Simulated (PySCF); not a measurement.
# C2F4O (trifluoroacetyl fluoride): the cost of one run

Programs: PySCF 2.14.0, with routines of our own; each step states its level. All values are computed. Atoms count from 0.

### Step 1. The starting structure

7 atoms, charge 0, multiplicity 1; geometry from: GFN2-xTB.

### Step 2. Vibronic structure: TDDFT CAM-B3LYP/6-31+G*

Job settings and geometry (Å):

```
{"job": {"kind": "vib", "xc": "CAM-B3LYP", "basis": "6-31+G*", "tda": false}, "charge": 0, "multiplicity": 1}
O      1.253405     1.214624    -0.775077
C      0.851533     0.222579    -0.300551
F      1.618010    -0.851970    -0.095007
C     -0.598739    -0.076099     0.177322
F     -0.622033    -0.386771     1.474466
F     -1.120458    -1.100992    -0.499520
F     -1.378384     0.983533    -0.008710
```

Level: TDDFT CAM-B3LYP/6-31+G* vertical-gradient vibronic structure (displaced harmonic oscillators, Condon), gas phase.

The run is started by

```sh
$ OMP_NUM_THREADS=1 python excited_run.py task.json out
```

The driver reads the jobs from task.json and runs them one after another.

Q: Estimate the wall time and peak memory of this first job on 1 thread of Arm Neoverse V2, shared host.

About 23 s, with a peak of 0.6 GiB.
